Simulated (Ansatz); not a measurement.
Crystal: LaPb2.

```
Pb La
1.0
    -2.06634    2.06634    5.63845
     2.06634   -2.06634    5.63845
     2.06634    2.06634   -5.63845
Pb La
2 1
Cartesian
  0.0000 0.0000 7.7404
  0.0000 0.0000 3.5365
  0.0000 0.0000 0.0000
```

The cell comes from a database or a generator and needn't be the stable form of this composition.

| Quantity | Value |
| --- | --- |
| Program | Ansatz 0.2.0 |
| Task | relaxation of cell and atoms |
| Functional | PBEsol |
| Potentials or basis | Ansatz PAW |
| Cutoff | 420 eV (not typed: the program's choice for these potentials) |
| k mesh | 9 × 9 × 9 |
| Occupations | fermi-dirac, width 0.05 eV |
| Spin | no spin polarisation |

At the start: volume 32.10 Å³/atom.

**Question.** How do energy, volume and symmetry change on relaxing?

**Answer.** It ends after 5 steps and the volume is 30.18 Å³/atom (-6.0 %); space group I4/mmm (No. 139, to 0.05 Å).

Step by step:
```
step  energy change (eV)  largest force (eV/Å)  volume (Å³)
   1              0.0000                0.0038        96.30
   2             -0.0545                0.0676        89.68
   3             -0.0588                0.0090        90.50
   4             -0.0591                0.0070        90.54
   5             -0.0587                0.0070        90.54
```

Final structure:
```xyz
3
Lattice="-2.0020 2.0020 5.6472 2.0020 -2.0020 5.6472 2.0020 2.0020 -5.6472" Properties=species:S:1:pos:R:3 pbc="T T T"
Pb    0.0000    0.0000    7.7321
Pb    0.0000    0.0000    3.5623
La    0.0000    0.0000    0.0000
```

Caveat: the plane-wave basis is chosen anew once the cell has moved, so the energies of steps on either side of that aren't comparable; the PAW data sets come from PBE, with cores solved anew for the run's functional, which leaves a small shift of forces and pressure.
